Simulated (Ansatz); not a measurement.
# Alloy of GaAs and GaN (8 of 32 As sites exchanged), 64 atoms

Aim: relax the alloy cell and compare the gap by PBEsol and r²SCAN.

Method: density functional theory in Ansatz 0.2.0, PAW datasets, plane waves.

## Step 1: The system as built

64 atoms (32 Ga, 8 N, 24 As); a = 10.739 Å, b = 10.739 Å, c = 10.739 Å, α = 90.00°, β = 90.00°, γ = 90.00°. All atoms were shaken off their sites by about 0.02 Å along each axis.

The runs, in order: (2) PBEsol cell relaxation at the single k point (¼, ¼, ¼), on 1 × NVIDIA H100 80GB HBM3 with 4 threads of AMD EPYC 7R13; (3) r²SCAN single point at the single k point (¼, ¼, ¼), on 1 × NVIDIA H100 80GB HBM3 with 4 threads of AMD EPYC 7R13.

## Step 2: PBEsol relaxation of the cell and the positions

in.yaml reads:

```yaml
crystal:
  lattice:
    - [10.739060, 0.000000, 0.000000]
    - [0.000000, 10.739060, 0.000000]
    - [0.000000, 0.000000, 10.739060]
  atoms:
    - { symbol: Ga, position: [0.999450, 0.998824, 0.000077] }
    - { symbol: Ga, position: [0.999195, 0.999636, 0.501377] }
    - { symbol: Ga, position: [0.998492, 0.498661, 0.002160] }
    - { symbol: Ga, position: [0.001936, 0.501060, 0.505291] }
    - { symbol: Ga, position: [0.500694, 0.003073, 0.004034] }
    - { symbol: Ga, position: [0.505539, 0.999497, 0.501974] }
    - { symbol: Ga, position: [0.499558, 0.503431, 0.000835] }
    - { symbol: Ga, position: [0.499182, 0.498815, 0.500074] }
    - { symbol: Ga, position: [0.249963, 0.249581, 0.998720] }
    - { symbol: Ga, position: [0.248288, 0.250682, 0.497840] }
    - { symbol: Ga, position: [0.249760, 0.748837, 0.999095] }
    - { symbol: Ga, position: [0.248019, 0.750984, 0.497309] }
    - { symbol: Ga, position: [0.750008, 0.253042, 0.999782] }
    - { symbol: Ga, position: [0.750459, 0.252222, 0.501747] }
    - { symbol: Ga, position: [0.750866, 0.749974, 0.998449] }
    - { symbol: Ga, position: [0.753728, 0.750356, 0.499842] }
    - { symbol: Ga, position: [0.249125, 0.997586, 0.250145] }
    - { symbol: Ga, position: [0.247622, 0.000863, 0.750346] }
    - { symbol: Ga, position: [0.250754, 0.496178, 0.250743] }
    - { symbol: Ga, position: [0.247669, 0.498210, 0.750249] }
    - { symbol: Ga, position: [0.747571, 0.000187, 0.249463] }
    - { symbol: Ga, position: [0.752168, 0.998791, 0.746880] }
    - { symbol: Ga, position: [0.751581, 0.500530, 0.251776] }
    - { symbol: Ga, position: [0.748595, 0.499137, 0.748845] }
    - { symbol: Ga, position: [0.000449, 0.245643, 0.250471] }
    - { symbol: Ga, position: [0.997854, 0.249706, 0.749779] }
    - { symbol: Ga, position: [0.001192, 0.748562, 0.247697] }
    - { symbol: Ga, position: [0.999285, 0.748324, 0.750107] }
    - { symbol: Ga, position: [0.503410, 0.251142, 0.250602] }
    - { symbol: Ga, position: [0.499270, 0.249455, 0.752899] }
    - { symbol: Ga, position: [0.501156, 0.748904, 0.251052] }
    - { symbol: Ga, position: [0.502269, 0.749360, 0.750834] }
    - { symbol: N, position: [0.125195, 0.127224, 0.126400] }
    - { symbol: N, position: [0.125184, 0.625177, 0.621613] }
    - { symbol: N, position: [0.624790, 0.124836, 0.622816] }
    - { symbol: N, position: [0.375377, 0.626795, 0.373325] }
    - { symbol: N, position: [0.873626, 0.124199, 0.877669] }
    - { symbol: N, position: [0.875069, 0.625780, 0.873432] }
    - { symbol: N, position: [0.124749, 0.374998, 0.873524] }
    - { symbol: N, position: [0.124282, 0.876761, 0.877284] }
    - { symbol: As, position: [0.126005, 0.125356, 0.626312] }
    - { symbol: As, position: [0.126407, 0.623676, 0.125461] }
    - { symbol: As, position: [0.624465, 0.125185, 0.123711] }
    - { symbol: As, position: [0.623981, 0.624404, 0.122081] }
    - { symbol: As, position: [0.619176, 0.627362, 0.620346] }
    - { symbol: As, position: [0.372308, 0.377223, 0.123936] }
    - { symbol: As, position: [0.376417, 0.375818, 0.624980] }
    - { symbol: As, position: [0.372448, 0.877405, 0.124985] }
    - { symbol: As, position: [0.372806, 0.875251, 0.622836] }
    - { symbol: As, position: [0.874890, 0.373705, 0.125172] }
    - { symbol: As, position: [0.875620, 0.376713, 0.629526] }
    - { symbol: As, position: [0.873154, 0.876319, 0.126328] }
    - { symbol: As, position: [0.874992, 0.876191, 0.624646] }
    - { symbol: As, position: [0.374743, 0.123088, 0.373335] }
    - { symbol: As, position: [0.373240, 0.127056, 0.874342] }
    - { symbol: As, position: [0.374284, 0.624598, 0.878351] }
    - { symbol: As, position: [0.873251, 0.125772, 0.375054] }
    - { symbol: As, position: [0.874908, 0.623592, 0.376678] }
    - { symbol: As, position: [0.125307, 0.375375, 0.375689] }
    - { symbol: As, position: [0.122401, 0.874044, 0.374964] }
    - { symbol: As, position: [0.623071, 0.374180, 0.374464] }
    - { symbol: As, position: [0.627658, 0.374980, 0.873456] }
    - { symbol: As, position: [0.622395, 0.875471, 0.373555] }
    - { symbol: As, position: [0.624903, 0.876341, 0.875180] }
  symmetry: { detect: false }
kpoints:
  mp_grid: { grid: [1, 1, 1], shift: [0.25, 0.25, 0.25] }
hamiltonian:
  xc: pbesol
scf:
  occupations: { method: fermi_dirac, width: 0.01 }
relax:
  f_tol: 0.03
  max_steps: 80
  escape_saddle: false
  adjacent_minimum: "off"
  cell: { fix: [shape] }
output:
  forces: true
  eigenvalues: true
  populations: true
```

Run with:

```console
> ansatz run in.yaml --threads 4 --pin off --max-ram 42750MiB --runs-dir r --events-out ev --progress --plain --backend cuda --devices 0, --max-vram 37GiB
```

The runs that follow: r²SCAN single point.

**Question.** What will these runs give? Wanted: for each run, top filled to lowest empty.

The runs gave:

```
             level         time  top filled to lowest empty (eV)
PBEsol, relaxation   14 s (GPU)                             0.33
            r²SCAN  7.6 s (GPU)                             0.61
```

| quantity | value |
| --- | --- |
| relaxation | 8 recorded steps, 14.85 eV gained |
| largest shift | 0.53 Å (Ga17) |
| relaxed cell | a = 10.729 Å, b = 10.729 Å, c = 10.729 Å, α = 90.00°, β = 90.00°, γ = 90.00° |
| mean bonds | As–Ga 2.427, Ga–N 2.064 Å |

**In words.** Relaxation gains 14.85 eV, with shifts up to 0.53 Å (Ga17), while the volume changes by -0.3 %. The mean lengths of the listed bonds run from Ga–N 2.06 Å to As–Ga 2.43 Å. No spin–orbit coupling is included; with elements this heavy it would shift the edges. With one k point the spacing samples only the states that fold onto it, so it can exceed the gap over the zone.
